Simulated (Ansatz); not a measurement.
# HfH (quartet): wave-function methods side by side, def2-TZVPP

One table from this session's results is given with a row withheld; the runs are named, their logs left out.

Computed with Ansatz 0.2.0, Gaussian basis. Level: def2-TZVPP, core rule «outside noble gas», up to 4 orbitals frozen.

To be run: UHF; ROHF; CCSD(T) on UHF.

## What is computed

The geometry is a PBE0/def2-TZVP stationary point (not a proven minimum). No spin-orbit coupling is included. Elements past krypton take def2 core potentials.

2 atoms, charge 0, spin multiplicity 4.

Atoms are counted from 1 here; the program's logs count them from 0.

Bond lengths: Hf1–H2 1.865 Å.

The first run:

Input file in.yaml:

```yaml
crystal:
  periodic: [false, false, false]
  atoms:
    - {symbol: Hf, position_ang: [0.000000, 0.000000, 0.000000]}
    - {symbol: H, position_ang: [0.000000, 0.000000, 1.864769]}
basis:
  gaussian: {orbitals: def2-TZVPP}
magnetization: {spin_polarized: true, initial_magnetization: 3}
hamiltonian: {xc: hf}
output: {orbitals: {seedname: orbitals}}
```

On the command line:

```bash
$ ansatz run in.yaml --threads 1 --pin off --events-out ev --progress --plain --max-ram 4096MiB --backend cpu
```

Steps of the session up to this table: UHF; ROHF; CCSD(T) on UHF.

One table of the session follows, with a row left open; its other results are not shown here.

It belongs to the step «Misses and costs». 

| method | from UCCSD(T) (meV) |
| --- | --- |
| ROHF | +1925.9 |
| UHF | +1813.5 |
| UMP2 | ? |
| UCCSD | +46.9 |
| UCCSD(T) | 0 |

**Question.** Estimate the row for UMP2.

As computed: from UCCSD(T) (meV): +426.8. In the column «from UCCSD(T) (meV)» it lies between UCCSD (+46.9) and UHF (+1813.5).

With the free atoms at the same levels and basis (separate runs), the atomisation energy is 1.955 eV at UCCSD(T), 1.896 eV at ROHF.
